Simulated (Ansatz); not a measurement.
# B2Ru: the cost of one run

Program: the Python package of Ansatz 0.2.0. The levels of theory stand in the script. These are calculated values, not measurements.

### 1 Starting point

Symmetry: Pmmn, No. 59, orthorhombic system. The conventional cell has a = 2.865 Å, b = 4.645 Å, c = 4.045 Å, α = 90.00°, β = 90.00°, γ = 90.00°. Around B (site symmetry m) lie 3 B at 1.77 to 1.90 Å and 4 Ru at 2.16 to 2.25 Å. Around Ru (site symmetry mm2) lie 8 B at 2.16 to 2.25 Å.

The script holds or builds the structure itself.

### 2 The script

run_lattice.py

```python
"""Relaxed cell of B2Ru under several functionals."""

import warnings

import ansatz as az
import numpy as np

def edges_and_angles(cell):
    cell = np.asarray(cell)
    a, b, c = np.linalg.norm(cell, axis=1)
    cosines = cell[1] @ cell[2] / (b * c), cell[0] @ cell[2] / (a * c), cell[0] @ cell[1] / (a * b)
    return (a, b, c, *np.degrees(np.arccos(cosines)))

warnings.simplefilter("ignore", az.DeckWarning)

lattice = az.Lattice.of(
    (2.865, 0.0, 0.0),
    (0.0, 4.645, 0.0),
    (0.0, 0.0, 4.045),
)
sites = [
    ("B", (0.0, 0.809, 0.361)),
    ("B", (0.0, 0.191, 0.361)),
    ("B", (0.5, 0.309, 0.639)),
    ("B", (0.5, 0.691, 0.639)),
    ("Ru", (0.0, 0.0, 0.8492)),
    ("Ru", (0.5, 0.5, 0.1508)),
]
structure = az.Crystal(lattice=lattice)
for symbol, position in sites:
    structure = structure.atom(symbol, position)

setup = (
    structure.calculation()
    .kpoints(spacing=0.32)
    .occupations("Methfessel-Paxton", width=150 * az.meV)
    .scf(lower_state_search="standard")
    .relax(cell=True, force_tolerance=0.01, max_steps=100)
)

levels = [("pbesol", "none"), ("blyp", "d3bj"), ("pbesol", "d3bj")]
print("level            a       b       c    alpha   beta  gamma  V/atom  steps")
for name, dispersion in levels:
    seen = []
    run = setup.functional(name, dispersion=dispersion).session().plan()
    out = run.execute(on_event=lambda e: seen.append(e) if e["event"] == "relax_step" else None)
    cell = out.lattice.cell_ang
    label = name if dispersion == "none" else f"{name}+{dispersion}"
    print("{:13s} {:7.4f} {:7.4f} {:7.4f} {:6.2f} {:6.2f} {:6.2f}".format(label, *edges_and_angles(cell)), f"{abs(np.linalg.det(cell)) / len(out.lattice.sites):7.3f} {len(seen):5d}")
```

### 3 The calls as engine input

The engine receives this input (first run):

```yaml
crystal:
  lattice:
    - [2.865, 0.0, 0.0]
    - [0.0, 4.645, 0.0]
    - [0.0, 0.0, 4.045]
  atoms:
    - { symbol: B, position: [0.0, 0.809, 0.361] }
    - { symbol: B, position: [0.0, 0.191, 0.361] }
    - { symbol: B, position: [0.5, 0.309, 0.639] }
    - { symbol: B, position: [0.5, 0.691, 0.639] }
    - { symbol: Ru, position: [0.0, 0.0, 0.8492] }
    - { symbol: Ru, position: [0.5, 0.5, 0.1508] }
kpoints:
  mp_grid:
    kspacing: 0.32
hamiltonian:
  xc: pbesol
  dispersion: none
scf:
  lower_state_search: standard
  occupations:
    method: methfessel_paxton
    width: 0.15
relax:
  f_tol: 0.01
  max_steps: 100
  cell: {}
```

### 4 The run

Command:

```bash
python run_lattice.py
```

Q: Estimate wall time and peak memory on 1 thread of Intel Xeon Platinum 8488C (Sapphire Rapids), shared host.

About 40 s, with a peak of 0.48 GiB.
